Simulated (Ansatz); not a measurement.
**RPA@PBE/STO-3G run of BCl3 (boron trichloride)**

Aim: the electronic atomisation energy of BCl3 (boron trichloride) at RPA@PBE/STO-3G, from 3 runs. 

Program for the calculation: Ansatz 0.2.0.

37 further runs of the same task are left out: 4 that didn't finish, 33 set aside as unsound or not needed.

## (1) The molecule

BCl3 has 4 atoms, charge 0, and is taken as a singlet. As SMILES, `ClB(Cl)Cl`. The shape is that of a PBE0-D4/def2-TZVP optimisation.

Bond lengths: Cl1–B2 1.737 Å, B2–Cl3 1.737 Å, B2–Cl4 1.737 Å. Angles: Cl1–B2–Cl3 120.0°, Cl1–B2–Cl4 120.0°, Cl3–B2–Cl4 120.0°.

## (2) The energy at RPA@PBE/STO-3G

Contents of molecule.yaml:

```yaml
crystal:
  periodic: [false, false, false]
  atoms:
    - symbol: Cl
      position_ang: [-0.257920, 0.516440, 1.638340]
    - symbol: B
      position_ang: [-0.000000, 0.000000, -0.000010]
    - symbol: Cl
      position_ang: [0.942010, -1.423060, -0.324000]
    - symbol: Cl
      position_ang: [-0.684100, 0.906610, -1.314320]
basis:
  gaussian: {orbitals: STO-3G}
hamiltonian: {xc: pbe}
correlation: {method: rpa, frozen_orbitals: {B: 1, Cl: 5}}
accuracy: high
```

Started as:

```sh
$ ansatz run molecule.yaml --threads 1 --pin off --max-ram 3480MiB --events-out events.jsonl --progress --plain --runs-dir runs
```

Standard output:

```text
Warning: RAYON_NUM_THREADS=1 ignored (pool sized by the plan → 1); use --threads N
Functional definition: PBE
  name "PBE"
  parameter kappa = 0.804
  parameter beta = 0.06672455060314922
  exchange = pbe_x(kappa = kappa, mu = beta*pi^2/3)
  correlation = pbe_c(beta = beta)
603 factors; integrals over basis functions are off by at most 2.2e-8 eV
mean field evaluation 1: about -37809.5526 eV, gradient 2.7e1 eV
mean field evaluation 2: about -37809.5334 eV, gradient 2.7e1 eV
mean field evaluation 4: about -37812.4433 eV, gradient 9.7e-1 eV
mean field evaluation 8: about -37812.4460 eV, gradient 7.1e-4 eV
mean field evaluation 16: about -37812.4460 eV, gradient 8.4e-9 eV
mean field -37812.44596659 eV, -1389.5817590758 hartree, gradient 8.4e-9 eV, S^2 0.000000; 0 other end points of the search recorded, 0 dependent functions left out
16 core orbitals not correlated: weight in the atoms' cores, before any rotation towards them, 1.000 or more for the frozen orbitals, at most 0.000 for the correlated occupied ones
reference -37775.05135736 eV, -1388.2075325337 hartree; 12, 12 occupied and 4, 4 virtual orbitals, 603 factors
Total energy: -37778.78332470 eV, -1388.3446798038 hartree
```

It took 2.3 s on 1 thread of Arm Neoverse V2, shared host; peak memory 0.12 GiB.

## (3) The B atom at the same level

Contents of molecule.yaml:

```yaml
basis:
  gaussian:
    orbitals: STO-3G
crystal:
  periodic: [false, false, false]
  atoms:
    - symbol: B
      position_ang: [0.000000, 0.000000, 0.000000]
magnetization:
  spin_polarized: true
  initial_magnetization: 1
hamiltonian:
  xc: pbe
correlation:
  method: rpa
  frozen_orbitals: {B: 1}
accuracy: high
```

Run the same way, it converges to -24.22643 Eh (log not shown).

## (4) The Cl atom

Contents of job.yaml:

```yaml
crystal:
  periodic: [false, false, false]
  atoms:
    - {symbol: Cl, position_ang: [0.000000, 0.000000, 0.000000]}
basis:
  gaussian:
    orbitals: STO-3G
magnetization:
  spin_polarized: true
  initial_magnetization: 1
hamiltonian:
  xc: {name: PBE}
correlation:
  method: rpa
  frozen_orbitals: {Cl: 5}
accuracy: high
```

Started as:

```sh
$ ansatz run job.yaml --threads 1 --pin off --max-ram 3480MiB --events-out events.jsonl --progress --plain --runs-dir runs
```

Standard output, cut to the lines that bear on the results:

```text
Warning: RAYON_NUM_THREADS=1 ignored (pool sized by the plan → 1); use --threads N
[... 6 set-up lines as earlier in the session ...]
42 factors; integrals over basis functions are off by at most 4.6e-9 eV
mean field evaluation 1: about -12378.8239 eV, gradient 2.9e-2 eV
mean field evaluation 2: about -12378.8248 eV, gradient 3.0e-2 eV
mean field evaluation 4: about -12378.8248 eV, gradient 5.3e-10 eV
mean field evaluation 8: about -12378.8251 eV, gradient 3.3e-2 eV
mean field evaluation 16: about -12378.8248 eV, gradient 6.6e-7 eV
mean field -12378.82480889 eV, -454.9134210578 hartree, gradient 1.8e-12 eV, S^2 0.750000; 2 other end points of the search recorded, 0 dependent functions left out
5 core orbitals not correlated: weight in the atoms' cores, before any rotation towards them, 1.000 or more for the frozen orbitals, at most 0.000 for the correlated occupied ones
reference -12368.71697847 eV, -454.5419651415 hartree; 4, 3 occupied and 0, 1 virtual orbitals, 42 factors
Total energy: -12369.52467271 eV, -454.5716473571 hartree
```

Run time: 0.48 s. Hardware: 1 thread of Arm Neoverse V2, shared host.

## (5) Outcome

Level: RPA@PBE/STO-3G, 16 core orbitals frozen.

```
                                  quantity           value
                    molecule: total energy  -1388.34468 Eh
molecule: RPA correlation energy (valence)      -137.1 mEh
                      B atom: total energy    -24.22643 Eh
  B atom: RPA correlation energy (valence)       -77.4 mEh
 B atom: ⟨S²⟩ of the reference determinant           0.750
                     Cl atom: total energy   -454.57165 Eh
 Cl atom: RPA correlation energy (valence)       -29.7 mEh
Cl atom: ⟨S²⟩ of the reference determinant           0.750
             electronic atomisation energy       10.974 eV
```

**Reading.** Taking the molecule apart into free atoms costs 10.97 eV (1059 kJ/mol), before zero-point energy and without spin-orbit coupling. In a minimal basis such a difference can be off by several eV, whatever the method.
